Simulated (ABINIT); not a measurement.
The system is TiSi2.

```xyz
6
Lattice="0.0000 4.1175 4.2629 2.3895 0.0000 4.2629 2.3895 4.1175 0.0000" Properties=species:S:1:pos:R:3 pbc="T T T"
Ti    3.5843    6.1763    6.3943
Ti    2.3895    4.1175    4.2629
Si    1.1948    3.3975    2.1314
Si    1.1948    0.7200    2.1314
Si    2.3895    1.3387    4.2629
Si    2.3895    6.8963    4.2629
```

The cell is a database's computed one.

```yaml
Program: ABINIT 10.8.3 (patched build)
Task: relaxation of cell and atoms
Functional: PBE
Dispersion: D3(BJ)
Potentials_or_basis: JTH PAW PBE v2.0
Cutoff: 408 eV
k_mesh: 7 × 7 × 7
Occupations: fermi-dirac, width 0.05 eV
Spin: no spin polarisation
```

At the start: pressure -4.1 GPa; volume 13.98 Å³/atom.

Task: How do energy, volume and symmetry change on relaxing?

Result: Over 7 steps the energy falls by 5.9 meV/atom and the volume is 13.58 Å³/atom (-2.8 %); space group Fddd (No. 70, to 0.05 Å).

The path:
| step | energy change (eV) | largest force (eV/Å) | pressure (GPa) | volume (Å³) |
| --- | --- | --- | --- | --- |
| 1 | 0.0000 | 0.0176 | -4.11 | 83.88 |
| 2 | -0.0055 | 0.0171 | -3.76 | 83.67 |
| 3 | -0.0343 | 0.0097 | 0.29 | 81.36 |
| 4 | -0.0344 | 0.0086 | 0.15 | 81.44 |
| 5 | -0.0348 | 0.0030 | -0.11 | 81.55 |
| 6 | -0.0352 | 0.0033 | -0.17 | 81.56 |
| 7 | -0.0353 | 0.0060 | -0.07 | 81.49 |

Final structure:
```xyz
6
Lattice="0.0000 4.0566 4.2407 2.3686 0.0000 4.2407 2.3686 4.0566 0.0000" Properties=species:S:1:pos:R:3 pbc="T T T"
Ti    3.5529    6.0849    6.3610
Ti    2.3686    4.0566    4.2407
Si    1.1843    3.3518    2.1203
Si    1.1843    0.7048    2.1203
Si    2.3686    1.3235    4.2407
Si    2.3686    6.7897    4.2407
```

Caveat: the log and the count of SCF iterations are those of the last ABINIT call alone; pairwise dispersion overbinds metals, which lowers pressure and volume.
